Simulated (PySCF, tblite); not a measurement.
**C₄H₈BFO₂: a rotation path, then NMR shifts on frames**

Aim: move C₄H₈BFO₂ (`CC[C@@H]1OBO[C@@H]1F`) away from its starting geometry and see how NMR shifts follow the geometry.

Computed with tblite 0.8.0 and PySCF 2.14.0, with density-fitted response routines of our own, on a single molecule in the gas phase. Atoms are numbered from 0 throughout.

**1. The starting structure**

16 atoms, charge 0, multiplicity 1; geometry from: GFN2-xTB.

Bonds of the start (Å): C0–C1 1.52, C1–C2 1.53, C2–O3 1.42, O3–B4 1.35, B4–O5 1.37, O5–C6 1.38, C6–F7 1.38, C6–C2 1.55, C0–H8 1.09, C0–H9 1.09, C0–H10 1.09, C1–H11 1.09, C1–H12 1.09, C2–H13 1.10, B4–H14 1.16, C6–H15 1.10.

**2. A band between two rotamers with GFN2-xTB**

Job settings and geometry (Å):

```
{"job": {"kind": "neb", "xc": "GFN2-xTB", "basis": "xTB", "atoms": [0, 1, 2, 3], "turn": 120}, "charge": 0, "multiplicity": 1}
C      2.211692    -0.134909    -0.182233
C      0.943569     0.600554     0.230494
C     -0.245085    -0.355415     0.310046
O     -0.576890    -0.871312    -0.969494
B     -1.874535    -0.620776    -1.227378
O     -2.501495     0.025310    -0.192407
C     -1.565918     0.319177     0.776800
F     -1.422642     1.685652     0.856907
H      3.034723     0.567277    -0.284953
H      2.483144    -0.880253     0.562163
H      2.056367    -0.636840    -1.133496
H      1.074576     1.071399     1.206377
H      0.712194     1.380502    -0.496546
H     -0.003674    -1.205528     0.960727
H     -2.420543    -0.938706    -2.198029
H     -1.913082     0.002812     1.769613
```

Method: GFN2-xTB climbing-image nudged elastic band, gas phase.

Started as:

```console
$ OMP_NUM_THREADS=1 python probes_run.py task.json out
```

The driver reads the jobs from task.json and runs them one after another.

Standard output:

```text
image   E - E0 / eV
  0      -0.0000
  1       0.0168
  2       0.0660
  3       0.1266
  4       0.1682
  5       0.1714
  6       0.1344
  7       0.0803
  8       0.0554
```

Run time: 1.5 s. Hardware: 1 thread of Arm Neoverse V2, shared host; peak memory 0.18 GiB.

The final band, with the dihedral C0–C1–C2–O3:

```tsv
image	dihedral (°)	energy (eV)	energy (kcal/mol)
0	-66	0.000	0.0
1	-53	0.017	0.4
2	-39	0.066	1.5
3	-25	0.127	2.9
4	-10	0.168	3.9
5	4	0.171	4.0
6	19	0.134	3.1
7	33	0.080	1.9
8	47	0.055	1.3
```

**3. Nuclear shieldings: image 0, PBE0/pcSseg-1**

Job settings and geometry (Å):

```
{"job": {"kind": "nmr", "xc": "PBE0", "basis": "pcSseg-1", "pop": false}, "charge": 0, "multiplicity": 1}
C      2.211700    -0.134900    -0.182200
C      0.943600     0.600600     0.230500
C     -0.245100    -0.355400     0.310000
O     -0.576900    -0.871300    -0.969500
B     -1.874500    -0.620800    -1.227400
O     -2.501500     0.025300    -0.192400
C     -1.565900     0.319200     0.776800
F     -1.422600     1.685700     0.856900
H      3.034700     0.567300    -0.285000
H      2.483100    -0.880300     0.562200
H      2.056400    -0.636800    -1.133500
H      1.074600     1.071400     1.206400
H      0.712200     1.380500    -0.496500
H     -0.003700    -1.205500     0.960700
H     -2.420500    -0.938700    -2.198000
H     -1.913100     0.002800     1.769600
```

Level: GIAO PBE0/pcSseg-1 NMR shielding, non-relativistic, gas phase.

Standard output:

```text
coarse grid: 13648 points
cycle   1  E = -431.7348833768  dE =  1.227e+00  |g| = 9.117e-01  |ddm| = 3.428e+00
cycle   2  E = -431.5800905877  dE =  1.548e-01  |g| = 1.328e+00  |ddm| = 1.326e+00
cycle   3  E = -431.8807633017  dE = -3.007e-01  |g| = 7.508e-02  |ddm| = 8.292e-01
cycle   4  E = -431.8814791579  dE = -7.159e-04  |g| = 4.894e-02  |ddm| = 7.507e-02
cycle   5  E = -431.8819161710  dE = -4.370e-04  |g| = 1.219e-02  |ddm| = 3.373e-02
cycle   6  E = -431.8819391863  dE = -2.302e-05  |g| = 4.140e-03  |ddm| = 9.337e-03
cycle   7  E = -431.8819428111  dE = -3.625e-06  |g| = 4.954e-04  |ddm| = 3.166e-03
final grid: 133040 points
cycle   8  E = -431.9562678391  dE = -5.168e-05  |g| = 1.168e-02  |ddm| = 2.903e-02
cycle   9  E = -431.9562456523  dE =  2.219e-05  |g| = 1.631e-02  |ddm| = 1.660e-02
cycle  10  E = -431.9562942224  dE = -4.857e-05  |g| = 1.102e-03  |ddm| = 9.648e-03
cycle  11  E = -431.9562944735  dE = -2.511e-07  |g| = 2.728e-04  |ddm| = 9.830e-04
cycle  12  E = -431.9562944866  dE = -1.316e-08  |g| = 1.163e-04  |ddm| = 2.626e-04
cycle  13  E = -431.9562944889  dE = -2.304e-09  |g| = 3.749e-05  |ddm| = 9.297e-05
cycle  14  E = -431.9562944892  dE = -2.362e-10  |g| = 1.007e-05  |ddm| = 2.787e-05
converged SCF energy = -431.9562944892

GIAO shielding tensors (ppm)
atom      isotropic    diamagn.    paramagn.     s11        s22        s33       span
  0 C      173.509     246.174     -72.665    161.577    171.650    187.299     25.723
  1 C      158.322     247.489     -89.167    152.793    155.615    166.558     13.765
  2 C       99.586     250.876    -151.290     73.134    101.170    124.454     51.320
  3 O      172.160     393.950    -221.790     29.137    217.121    270.223    241.086
  4 B       72.724     199.485    -126.761     58.388     74.103     85.681     27.293
  5 O      143.811     392.741    -248.930     32.491    140.514    258.428    225.936
  6 C       71.302     244.411    -173.109     44.662     73.965     95.278     50.616
  7 F      322.727     475.214    -152.487    232.281    345.961    389.939    157.658
  8 H       30.424      28.043       2.380     25.679     27.717     37.875     12.196
  9 H       30.836      29.367       1.468     26.724     28.418     37.365     10.641
 10 H       30.131      29.603       0.528     24.947     29.796     35.652     10.705
 11 H       30.001      31.365      -1.364     24.158     30.338     35.507     11.349
 12 H       30.080      31.784      -1.704     25.123     30.703     34.414      9.292
 13 H       27.501      32.647      -5.146     25.120     26.050     31.332      6.212
 14 H       27.585      29.909      -2.324     24.908     26.179     31.669      6.761
 15 H       25.325      29.238      -3.913     22.329     24.324     29.322      6.994
```

It took 17 s on 1 thread of Arm Neoverse V2, shared host; peak memory 0.79 GiB.

The references, computed at this level on geometries of the same kind, shield at (ppm): 1H TMS 31.72, 13C TMS 186.9, 19F CFCl3 170.9, 17O H2O 336.1, 11B BF3·OEt2 100.1. Their shielding less the atom's gives the shift. The references are single molecules in the gas phase, so shifts against H2O, NH3, PH3, H3PO4 or CFCl3 are not on the usual liquid scales and can be off by tens of ppm. Each atom is listed at this fixed geometry, with no averaging over motion; a spectrum would average atoms that exchange fast.

```tsv
atoms	environment	σ (ppm)	δ (ppm)
C6	sp3 CH bonded to F and O	71.3	115.6
C2	sp3 CH bonded to O	99.6	87.3
C1	sp3 CH2	158.3	28.6
C0	methyl carbon	173.5	13.4
H15	hydrogen on an sp3 CH bonded to F and O	25.33	6.39
H13	hydrogen on an sp3 CH bonded to O	27.50	4.22
H14	hydrogen on a boron bonded to 2 O, in a 5-membered ring	27.59	4.13
H11	hydrogen on an sp3 CH2	30.00	1.72
H12	hydrogen on an sp3 CH2	30.08	1.64
H10	hydrogen on a methyl carbon	30.13	1.59
H8	hydrogen on a methyl carbon	30.42	1.29
H9	hydrogen on a methyl carbon	30.84	0.88
O5	oxygen bonded to C, B, in a 5-membered ring	143.8	192.3
O3	oxygen bonded to C, B, in a 5-membered ring	172.2	163.9
B4	boron bonded to 2 O, H, in a 5-membered ring	72.7	27.3
F7	fluorine on an sp3 carbon	322.7	-151.8
```

Ring of atoms C2, O3, B4, O5, C6: NICS(0) -5.3, NICS(1) -3.0, NICS(1)zz -4.5 ppm (means of both faces).

**4. Nuclear shieldings: image 2, PBE0/pcSseg-1**

Job settings and geometry (Å):

```
{"job": {"kind": "nmr", "xc": "PBE0", "basis": "pcSseg-1", "pop": false}, "charge": 0, "multiplicity": 1}
C      2.107100    -0.101500    -0.358500
C      0.978400     0.558400     0.423100
C     -0.260000    -0.343700     0.471900
O     -0.469900    -1.009000    -0.762700
B     -1.711700    -0.751400    -1.209100
O     -2.423300     0.044300    -0.348900
C     -1.600300     0.418500     0.693300
F     -1.422200     1.781300     0.647200
H      2.965400     0.562900    -0.402800
H      2.403900    -1.037700     0.106600
H      1.775700    -0.311900    -1.371600
H      1.291000     0.769000     1.447400
H      0.720100     1.503600    -0.054200
H     -0.135500    -1.116700     1.240600
H     -2.146900    -1.177200    -2.194300
H     -2.079400     0.220300     1.660800
```

With the program's defaults for keys left out, this is: GIAO PBE0/pcSseg-1 NMR shielding, non-relativistic, gas phase.

Standard output:

```text
coarse grid: 13648 points
cycle   1  E = -431.7318365360  dE =  1.233e+00  |g| = 9.109e-01  |ddm| = 3.424e+00
cycle   2  E = -431.5773165479  dE =  1.545e-01  |g| = 1.326e+00  |ddm| = 1.315e+00
cycle   3  E = -431.8774873643  dE = -3.002e-01  |g| = 7.445e-02  |ddm| = 8.240e-01
cycle   4  E = -431.8781904383  dE = -7.031e-04  |g| = 4.848e-02  |ddm| = 7.481e-02
cycle   5  E = -431.8786190872  dE = -4.286e-04  |g| = 1.211e-02  |ddm| = 3.373e-02
cycle   6  E = -431.8786415706  dE = -2.248e-05  |g| = 4.183e-03  |ddm| = 9.249e-03
cycle   7  E = -431.8786452689  dE = -3.698e-06  |g| = 4.739e-04  |ddm| = 3.187e-03
final grid: 133040 points
cycle   8  E = -431.9537884538  dE = -5.240e-05  |g| = 1.171e-02  |ddm| = 2.965e-02
cycle   9  E = -431.9537656819  dE =  2.277e-05  |g| = 1.644e-02  |ddm| = 1.606e-02
cycle  10  E = -431.9538144279  dE = -4.875e-05  |g| = 1.028e-03  |ddm| = 9.556e-03
cycle  11  E = -431.9538146497  dE = -2.217e-07  |g| = 2.550e-04  |ddm| = 9.505e-04
cycle  12  E = -431.9538146621  dE = -1.240e-08  |g| = 9.807e-05  |ddm| = 2.396e-04
cycle  13  E = -431.9538146637  dE = -1.615e-09  |g| = 3.537e-05  |ddm| = 8.396e-05
cycle  14  E = -431.9538146639  dE = -2.038e-10  |g| = 1.017e-05  |ddm| = 2.795e-05
converged SCF energy = -431.9538146639

GIAO shielding tensors (ppm)
atom      isotropic    diamagn.    paramagn.     s11        s22        s33       span
  0 C      175.381     246.398     -71.016    168.239    172.435    185.471     17.232
  1 C      162.009     248.138     -86.130    150.922    162.159    172.944     22.022
  2 C      102.518     250.107    -147.589     72.861    102.161    132.534     59.673
  3 O      174.105     394.084    -219.979     25.477    225.640    271.197    245.719
  4 B       73.103     199.704    -126.601     58.828     74.294     86.185     27.357
  5 O      144.215     392.949    -248.734     32.143    142.205    258.298    226.155
  6 C       71.990     243.955    -171.966     45.335     73.872     96.762     51.427
  7 F      320.262     475.008    -154.746    235.121    338.595    387.070    151.950
  8 H       30.571      28.245       2.325     25.801     27.878     38.033     12.232
  9 H       30.760      29.393       1.366     26.655     28.187     37.437     10.782
 10 H       30.153      29.997       0.156     24.703     30.325     35.431     10.728
 11 H       30.285      30.918      -0.633     25.277     28.941     36.638     11.360
 12 H       29.590      31.833      -2.242     23.536     30.543     34.692     11.156
 13 H       27.284      31.992      -4.708     23.860     26.008     31.985      8.126
 14 H       27.618      30.064      -2.446     24.917     26.215     31.724      6.807
 15 H       25.274      28.921      -3.647     22.154     24.227     29.442      7.288
```

Run time: 16 s. Hardware: 1 thread of Arm Neoverse V2, shared host; peak memory 0.88 GiB.

Key values: δ C6 114.9, C2 84.4, C1 24.9, C0 11.5, H15 6.44, H13 4.43 ppm.

[end of part 1 of 2]
